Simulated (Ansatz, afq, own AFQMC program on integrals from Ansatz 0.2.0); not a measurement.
**ZrS (triplet): AFQMC on the coupled-cluster ladder at distance Zr1–S2 = 2.183 Å, def2-SVP**

How near does AFQMC come to the top of the ladder for ZrS (triplet)?

Program: Ansatz 0.2.0, Gaussian basis, and an in-house AFQMC program (afq) on its integrals; all values are calculated. Level of theory: def2-SVP, frozen cores. These are calculated values, not measurements.

The runs, in order: PBE (unrestricted); r2SCAN (unrestricted); PBE0 (unrestricted); B3LYP (unrestricted); wB97M-V (unrestricted); B2PLYP (unrestricted); CCSD(T) on UHF; CCSDT(Q) on UHF; Phaseless AFQMC, single-determinant trial on UHF.

14 further runs of the same task are left out: 1 for a known fault of the program, 13 that didn't finish.

## Step 1: The system

The geometry derives from a PBE0/def2-TZVP stationary point (not a proven minimum). One bond is set to the value named and the two fragments are kept rigid. No spin-orbit coupling is included. Elements past krypton take def2 core potentials.

2 atoms, charge 0, spin multiplicity 3.

Atoms are counted from 1 here; the program's logs count them from 0.

Bond lengths: Zr1–S2 2.183 Å.

## Step 2: PBE (unrestricted)

File in.yaml:

```yaml
crystal:
  periodic: [false, false, false]
  atoms:
    - {symbol: Zr, position_ang: [0.000000, 0.000000, 0.000000]}
    - {symbol: S, position_ang: [0.000000, 0.000000, 2.182917]}
basis:
  gaussian: {orbitals: def2-SVP}
magnetization: {spin_polarized: true, initial_magnetization: 2}
hamiltonian: {xc: {name: PBE}}
output: {orbitals: {seedname: orbitals}}
```

Command:

```bash
$ ansatz run in.yaml --threads 1 --pin off --events-out ev --progress --plain --max-ram 1382MiB
```

Standard output:

```text
Functional definition: PBE
  name "PBE"
  cite "Perdew, Burke & Ernzerhof, Phys. Rev. Lett. 77, 3865 (1996) doi:10.1103/PhysRevLett.77.3865"
  parent pbe
  parameter kappa = 0.804
  parameter beta = 0.06672455060314922
  exchange = pbe_x(kappa = kappa, mu = beta*pi^2/3)
  correlation = pbe_c(beta = beta)
483 factors; their error is unknown
mean field evaluation 1: about -12104.3268 eV, gradient 2.0e1 eV
mean field evaluation 2: about -12085.5221 eV, gradient 5.9e1 eV
mean field evaluation 4: about -12106.3573 eV, gradient 9.4e0 eV
mean field evaluation 8: about -12106.8784 eV, gradient 7.2e-2 eV
mean field evaluation 16: about -12106.8819 eV, gradient 1.7e0 eV
mean field evaluation 32: about -12105.7538 eV, gradient 4.1e-1 eV
mean field evaluation 64: about -12105.4845 eV, gradient 6.0e0 eV
mean field -12106.87850556 eV, -444.9195787423 hartree, gradient 5.2e-5 eV, S^2 2.016092; 6 other end points of the search recorded, 0 dependent functions left out
reference -12106.87854589 eV, -444.9195802244 hartree; 15, 13 occupied and 34, 36 virtual orbitals, 483 factors
Total energy: -12106.87854589 eV, -444.9195802244 hartree
```

It took 8.5 s on 1 thread of Arm Neoverse V2, shared host.

From the report: ⟨S²⟩ of the determinant 2.016 (pure triplet: 2.00).

## Step 3: r2SCAN (unrestricted)

in.yaml: that of step 2 with these lines changed.

```diff
@@ -8,3 +8,2 @@
 magnetization: {spin_polarized: true, initial_magnetization: 2}
-hamiltonian: {xc: {name: PBE}}
-output: {orbitals: {seedname: orbitals}}
+hamiltonian: {xc: {name: r2SCAN}}
```

Launched as before.

Standard output, cut to the lines that bear on the results:

```text
Functional definition: r2SCAN
  name "r2SCAN"
  cite "Furness, Kaplan, Ning, Perdew & Sun, J. Phys. Chem. Lett. 11, 8208 (2020) doi:10.1021/acs.jpclett.0c02405"
  cite "Furness, Kaplan, Ning, Perdew & Sun, J. Phys. Chem. Lett. 11, 9248 (2020) doi:10.1021/acs.jpclett.0c03077"
  parent r2scan
[...]
483 factors; their error is unknown
[...]
mean field -12111.10172349 eV, -445.0747791386 hartree, gradient 1.2e-5 eV, S^2 2.024624; 9 other end points of the search recorded, 0 dependent functions left out
reference -12111.10176500 eV, -445.0747806641 hartree; 15, 13 occupied and 34, 36 virtual orbitals, 483 factors
Total energy: -12111.10176500 eV, -445.0747806641 hartree
```

It took 22 s on 1 thread of Arm Neoverse V2, shared host.

From the report: ⟨S²⟩ of the determinant 2.025 (pure triplet: 2.00).

## Step 4: PBE0 (unrestricted)

in.yaml: that of step 3 with these lines changed.

```diff
@@ -8,2 +8,3 @@
 magnetization: {spin_polarized: true, initial_magnetization: 2}
-hamiltonian: {xc: {name: r2SCAN}}
+hamiltonian: {xc: {name: PBE0}}
+output: {orbitals: {seedname: orbitals}}
```

The command is unchanged.

Standard output:

```text
Functional definition: PBE0
  name "PBE0"
  cite "Adamo & Barone, J. Chem. Phys. 110, 6158 (1999) doi:10.1063/1.478522"
  cite "Perdew, Burke & Ernzerhof, Phys. Rev. Lett. 77, 3865 (1996) doi:10.1103/PhysRevLett.77.3865"
  parent pbe
  parameter a = 0.25
  parameter kappa = 0.804
  parameter beta = 0.06672455060314922
  exchange = (1 - a)*pbe_x(kappa = kappa, mu = beta*pi^2/3) + a*exact_x
  correlation = pbe_c(beta = beta)
488 factors; integrals over basis functions are off by at most 1.1e-3 eV
mean field evaluation 1: about -12104.6840 eV, gradient 1.9e1 eV
mean field evaluation 2: about -12085.0639 eV, gradient 6.2e1 eV
mean field evaluation 4: about -12106.8422 eV, gradient 4.3e0 eV
mean field evaluation 8: about -12106.9898 eV, gradient 1.0e-1 eV
mean field evaluation 16: about -12106.9904 eV, gradient 7.8e-5 eV
mean field -12106.99043454 eV, -444.9236920564 hartree, gradient 7.3e-6 eV, S^2 2.019945; 2 other end points of the search recorded, 0 dependent functions left out
reference -12106.99046496 eV, -444.9236931746 hartree; 15, 13 occupied and 34, 36 virtual orbitals, 488 factors
Total energy: -12106.99046496 eV, -444.9236931746 hartree
```

Run time: 2.4 s. Hardware: 1 thread of Arm Neoverse V2, shared host.

From the report: ⟨S²⟩ of the determinant 2.020 (pure triplet: 2.00).

## Step 5: B3LYP (unrestricted)

in.yaml: that of step 4 with these lines changed.

```diff
@@ -8,3 +8,2 @@
 magnetization: {spin_polarized: true, initial_magnetization: 2}
-hamiltonian: {xc: {name: PBE0}}
-output: {orbitals: {seedname: orbitals}}
+hamiltonian: {xc: {name: B3LYP}}
```

Same command.

Standard output, cut to the lines that bear on the results:

```text
Functional definition: B3LYP
  name "B3LYP"
  cite "Stephens, Devlin, Chabalowski & Frisch, J. Phys. Chem. 98, 11623 (1994) doi:10.1021/j100096a001"
  cite "Becke, Phys. Rev. A 38, 3098 (1988) doi:10.1103/PhysRevA.38.3098"
  cite "Lee, Yang & Parr, Phys. Rev. B 37, 785 (1988) doi:10.1103/PhysRevB.37.785"
  cite "Vosko, Wilk & Nusair, Can. J. Phys. 58, 1200 (1980) doi:10.1139/p80-159"
[...]
488 factors; integrals over basis functions are off by at most 1.1e-3 eV
[...]
mean field -12111.94441087 eV, -445.1057473287 hartree, gradient 6.1e-5 eV, S^2 2.010562; 3 other end points of the search recorded, 0 dependent functions left out
reference -12111.94459930 eV, -445.1057542533 hartree; 15, 13 occupied and 34, 36 virtual orbitals, 488 factors
Total energy: -12111.94459930 eV, -445.1057542533 hartree
```

Run time: 2.5 s. Hardware: 1 thread of Arm Neoverse V2, shared host.

From the report: ⟨S²⟩ of the determinant 2.011 (pure triplet: 2.00).

## Step 6: wB97M-V (unrestricted)

in.yaml: that of step 5 with these lines changed.

```diff
@@ -8,2 +8,3 @@
 magnetization: {spin_polarized: true, initial_magnetization: 2}
-hamiltonian: {xc: {name: B3LYP}}
+hamiltonian: {xc: {name: wB97M-V}}
+output: {orbitals: {seedname: orbitals}}
```

Same command.

Standard output, cut to the lines that bear on the results:

```text
Functional definition: wB97M-V
  name "wB97M-V"
  cite "Mardirossian & Head-Gordon, J. Chem. Phys. 144, 214110 (2016) doi:10.1063/1.4952647"
  cite "Becke, J. Chem. Phys. 107, 8554 (1997) doi:10.1063/1.475007"
  cite "Vydrov & Van Voorhis, J. Chem. Phys. 133, 244103 (2010) doi:10.1063/1.3521275"
  # Of w^i u^j: cxij and so on, Table III.
[...]
  gx(w, u) = 1 - cx + cx01*u + cx10*w
  gss(w, u) = css00 + css04*u^4 + css10*w + css20*w^2 + css43*w^4*u^3
  gos(w, u) = cos00 + cos10*w + (cos20 + cos21*u)*w^2 + (cos60 + cos61*u)*w^6
[...]
      + integral(e_c_pw_mod_opposite_spin*gos(b97_w_opposite, b97_u_opposite)) + vv10(b, c)
488 factors; integrals over basis functions are off by at most 1.1e-3 eV
139 factors; integrals over basis functions are off by at most 6.9e-5 eV
[...]
mean field -12107.95723481 eV, -444.9592213109 hartree, gradient 3.5e-5 eV, S^2 2.010719; 3 other end points of the search recorded, 0 dependent functions left out
reference -12107.95727308 eV, -444.9592227176 hartree; 15, 13 occupied and 34, 36 virtual orbitals, 488 factors
Total energy: -12107.95727308 eV, -444.9592227176 hartree
```

It took 15 s on 1 thread of Arm Neoverse V2, shared host; peak memory 0.27 GiB.

From the report: ⟨S²⟩ of the determinant 2.011 (pure triplet: 2.00).

## Step 7: B2PLYP (unrestricted)

in.yaml: that of step 6 with these lines changed.

```diff
@@ -8,3 +8,3 @@
 magnetization: {spin_polarized: true, initial_magnetization: 2}
-hamiltonian: {xc: {name: wB97M-V}}
-output: {orbitals: {seedname: orbitals}}
+hamiltonian: {xc: {name: B2PLYP}}
+correlation: {electrons: outside_noble_gas}
```

Same command.

Standard output, cut to the lines that bear on the results:

```text
Functional definition: B2PLYP
  name "B2PLYP"
  cite "Grimme, J. Chem. Phys. 124, 034108 (2006) doi:10.1063/1.2148954"
  cite "Becke, Phys. Rev. A 38, 3098 (1988) doi:10.1103/PhysRevA.38.3098"
  cite "Lee, Yang & Parr, Phys. Rev. B 37, 785 (1988) doi:10.1103/PhysRevB.37.785"
[...]
488 factors; integrals over basis functions are off by at most 1.1e-3 eV
[...]
mean field -12100.99829177 eV, -444.7034848715 hartree, gradient 7.5e-6 eV, S^2 2.018626; 4 other end points of the search recorded, 0 dependent functions left out
9 core orbitals not correlated: weight in the atoms' cores, before any rotation towards them, 0.994 or more for the frozen orbitals, at most 0.005 for the correlated occupied ones
reference -12100.99840908 eV, -444.7034891823 hartree; 6, 4 occupied and 34, 36 virtual orbitals, 488 factors
second order -7.09433536 eV of doubles, -0.00000000 eV of singles
Total energy: -12102.91387962 eV, -444.7738814265 hartree
```

Run time: 3.7 s. Hardware: 1 thread of Arm Neoverse V2, shared host.

From the report: ⟨S²⟩ of the determinant 2.019 (pure triplet: 2.00).

## Step 8: CCSD(T) on UHF

in.yaml: that of step 7 with these lines changed.

```diff
@@ -8,3 +8,2 @@
 magnetization: {spin_polarized: true, initial_magnetization: 2}
-hamiltonian: {xc: {name: B2PLYP}}
-correlation: {electrons: outside_noble_gas}
+correlation: {method: ccsd_t, electrons: outside_noble_gas, hamiltonian_folder: ham}
```

Launched as before.

Standard output, cut to the lines that bear on the results:

```text
Functional definition: HF
  name "HF"
  cite "Fock, Z. Phys. 61, 126 (1930) doi:10.1007/BF01340294"
  parent pbe
[...]
488 factors; integrals over basis functions are off by at most 1.1e-3 eV
[...]
mean field -12079.65128365 eV, -443.9189967923 hartree, gradient 3.6e-6 eV, S^2 2.052385; 30 other end points of the search recorded, 0 dependent functions left out
determinant -12079.65128365 eV, -443.9189967923 hartree, with singles and doubles -12085.06390232 eV, -444.1179068598 hartree
determinant -12078.58368242 eV, -443.8797631709 hartree, with singles and doubles -12084.00368718 eV, -444.0789446721 hartree
determinant -12078.25465863 eV, -443.8676717698 hartree, with singles and doubles -12083.65532904 eV, -444.0661427466 hartree
determinant -12078.14194288 eV, -443.8635295423 hartree, with singles and doubles -12083.41040364 eV, -444.0571419041 hartree
[...]
determinant -12076.76187384 eV, -443.8128129405 hartree, with singles and doubles -12081.53750593 eV, -443.9883141827 hartree
determinant -12076.75299966 eV, -443.8124868204 hartree, with singles and doubles -12081.53463963 eV, -443.9882088481 hartree
determinant -12076.71921552 eV, -443.8112452760 hartree, with singles and doubles -12081.89733752 eV, -444.0015377497 hartree
9 core orbitals not correlated: weight in the atoms' cores, before any rotation towards them, 0.992 or more for the frozen orbitals, at most 0.006 for the correlated occupied ones
reference -12079.65128365 eV, -443.9189967923 hartree; 6, 4 occupied and 34, 36 virtual orbitals, 488 factors
second order -5.14183667 eV of doubles, -0.00000000 eV of singles
cycle   1  -5.41389764 eV  change   -1.3e-3 eV  update   2.5e-3
[...]
cycle   9  -5.41598518 eV  change    1.1e-5 eV  update   3.3e-6
perturbative correction -0.37679989 eV, -0.0138471404 hartree
Total energy: -12085.44406871 eV, -444.1318777169 hartree
```

Wall time 12 s (1 thread of Arm Neoverse V2, shared host).

From the report: ⟨S²⟩ of the determinant 2.052 (pure triplet: 2.00); correlation -5.7928 eV; T1 0.040; largest double amplitude 0.07.

This run also writes the integrals to the folder ham.

## Step 9: CCSDT(Q) on UHF

in.yaml: that of step 8 with these lines changed.

```diff
@@ -8,2 +8,2 @@
 magnetization: {spin_polarized: true, initial_magnetization: 2}
-correlation: {method: ccsd_t, electrons: outside_noble_gas, hamiltonian_folder: ham}
+correlation: {method: ccsdt_q, electrons: outside_noble_gas}
```

Same command.

Standard output, cut to the lines that bear on the results:

```text
Functional definition: HF
  name "HF"
  cite "Fock, Z. Phys. 61, 126 (1930) doi:10.1007/BF01340294"
  parent pbe
[...]
826 factors; integrals over basis functions are off by at most 2.0e-7 eV
[...]
mean field -12079.65133018 eV, -443.9189985023 hartree, gradient 3.6e-6 eV, S^2 2.052384; 31 other end points of the search recorded, 0 dependent functions left out
determinant -12079.65133018 eV, -443.9189985023 hartree, with singles and doubles -12085.06394270 eV, -444.1179083435 hartree
determinant -12078.58372872 eV, -443.8797648723 hartree, with singles and doubles -12084.00372782 eV, -444.0789461654 hartree
determinant -12078.25472135 eV, -443.8676740744 hartree, with singles and doubles -12083.65538279 eV, -444.0661447218 hartree
determinant -12078.14200005 eV, -443.8635316431 hartree, with singles and doubles -12083.41045175 eV, -444.0571436721 hartree
[...]
determinant -12076.76192704 eV, -443.8128148953 hartree, with singles and doubles -12081.53756131 eV, -443.9883162178 hartree
determinant -12076.75305288 eV, -443.8124887761 hartree, with singles and doubles -12081.53469301 eV, -443.9882108097 hartree
determinant -12076.71925114 eV, -443.8112465852 hartree, with singles and doubles -12081.89738942 eV, -444.0015396570 hartree
9 core orbitals not correlated: weight in the atoms' cores, before any rotation towards them, 0.992 or more for the frozen orbitals, at most 0.006 for the correlated occupied ones
reference -12079.65133018 eV, -443.9189985023 hartree; 6, 4 occupied and 34, 36 virtual orbitals, 826 factors
second order -5.14183489 eV of doubles, -0.00000000 eV of singles
cycle   1  -5.06029210 eV  change    8.2e-2 eV  update   1.6e-1
[...]
cycle  23  -5.82058348 eV  change   -9.1e-7 eV  update   7.3e-7
perturbative correction -0.02412081 eV, -0.0008864235 hartree
Total energy: -12085.49603447 eV, -444.1337874233 hartree
```

It took 35 s on 1 thread of Arm Neoverse V2, shared host; peak memory 0.34 GiB.

From the report: ⟨S²⟩ of the determinant 2.052 (pure triplet: 2.00); correlation -5.8447 eV; T1 0.043; largest double amplitude 0.08.

## Step 10: Phaseless AFQMC, single-determinant trial on UHF

It reads the integrals that the CCSD(T) run on this determinant wrote.

Command:

```bash
$ afq ham --method phaseless --trial hf --walkers 120 --populations 1 --least-time 40 --time-step 0.005 --steps-per-block 20 --equilibration-blocks 160 --max-blocks 600 --target-error 0.00114 --factor-cut 1e-05 --start spin_pure --seed 5757 --taylor-order 6
```

Standard output:

```text
orbitals 40  electrons 6 4  factors 327 of 488
reference energy -443.91899679 Eh
CCSD correlation -0.19903396 Eh in 14 cycles, weight of the determinant in the CISD state 0.8639
energy of the start -443.919918 Eh
 block  time / (1/Eh)  mean weight  energy / Eh
     1     0.100  1.0018  -443.953602
     2     0.200  1.0004  -443.982617
     3     0.300  1.0007  -444.005343
     4     0.400  1.0018  -444.024998
     5     0.500  1.0007  -444.043341
     6     0.600  1.0015  -444.057152
     7     0.700  1.0019  -444.058650
     8     0.800  1.0006  -444.073533
     9     0.900  1.0014  -444.083797
    10     1.000  1.0022  -444.085115
    20     2.000  0.9995  -444.102425
    39     3.900  0.9996  -444.146345
    58     5.800  1.0001  -444.152828
    77     7.700  1.0000  -444.128079
    96     9.600  1.0006  -444.129587
   115    11.500  0.9992  -444.123710
   134    13.400  1.0011  -444.128548
   153    15.300  0.9973  -444.128229
   172    17.200  1.0012  -444.126137
   191    19.100  0.9989  -444.112126
   210    21.000  0.9993  -444.127166
   229    22.900  1.0008  -444.148471
   248    24.800  1.0000  -444.135118
   267    26.700  0.9997  -444.111179
   286    28.600  0.9997  -444.115953
   305    30.500  1.0014  -444.138741
   324    32.400  1.0003  -444.104494
   343    34.300  0.9997  -444.106092
   362    36.200  0.9994  -444.132823
   381    38.100  0.9998  -444.091927
   400    40.000  0.9988  -444.105761
   419    41.900  1.0011  -444.122938
   438    43.800  0.9990  -444.144242
   457    45.700  1.0010  -444.117277
   476    47.600  1.0000  -444.118523
   495    49.500  0.9991  -444.114413
   514    51.400  0.9988  -444.173294
   533    53.300  0.9997  -444.104215
   552    55.200  1.0008  -444.146461
   571    57.100  1.0009  -444.106536
   590    59.000  0.9996  -444.138968
   609    60.900  0.9984  -444.172850
   628    62.800  1.0005  -444.109050
   647    64.700  0.9991  -444.112027
   666    66.600  1.0013  -444.112457
   685    68.500  0.9998  -444.138914
   704    70.400  0.9994  -444.128486
   723    72.300  1.0008  -444.132931
   742    74.200  1.0017  -444.122944
blocks merged  error / Eh  count
     1  0.000914  600
     2  0.001241  300
     4  0.001652  150
     8  0.002117  75
    16  0.002551  37
    32  0.002550  18
    64  0.001773  9
energy -444.131189 +/- 0.002551 Eh
```

It took 4.5 min on 1 thread of Arm Neoverse V2, shared host.

Energy -12085.4253 ± 0.0694 eV. Caveats: constraint bias not in the error; error above the target.

## Step 11: All levels side by side

On the UHF determinant, counted from CCSDT(Q) (a yardstick, not exact):

| level | energy (eV) | from CCSDT(Q) (kcal/mol) | statistical error (kcal/mol) | time |
| --- | --- | --- | --- | --- |
| HF | -12079.6513 | +134.78 |  |  |
| MP2 | -12084.7931 | +16.21 |  |  |
| CCSD | -12085.0673 | +9.89 |  |  |
| CCSD(T) | -12085.4441 | +1.20 |  |  |
| CCSDT(Q) | -12085.4960 | 0.00 |  |  |
| Phaseless AFQMC, single-determinant trial, step 0.005, 120 walkers | -12085.4253 | +1.63 | 1.60 | 4.5 min |

The functionals' totals stand on their own zeros and serve differences with other points: PBE -12106.879 eV; r2SCAN -12111.102 eV; PBE0 -12106.990 eV; B3LYP -12111.945 eV; wB97M-V -12107.957 eV; B2PLYP -12102.914 eV.

## Step 12: Outcome

| quantity | value |
| --- | --- |
| CCSD(T) on UHF from CCSDT(Q) | +1.20 kcal/mol |
| Phaseless AFQMC, single-determinant trial on UHF from CCSDT(Q) | +1.63 ± 1.60 kcal/mol |

What this shows: Error bars are statistical and leave out the constraint, the time step and what remains of the start. Zr carries a core potential, and spin-orbit coupling is left out.
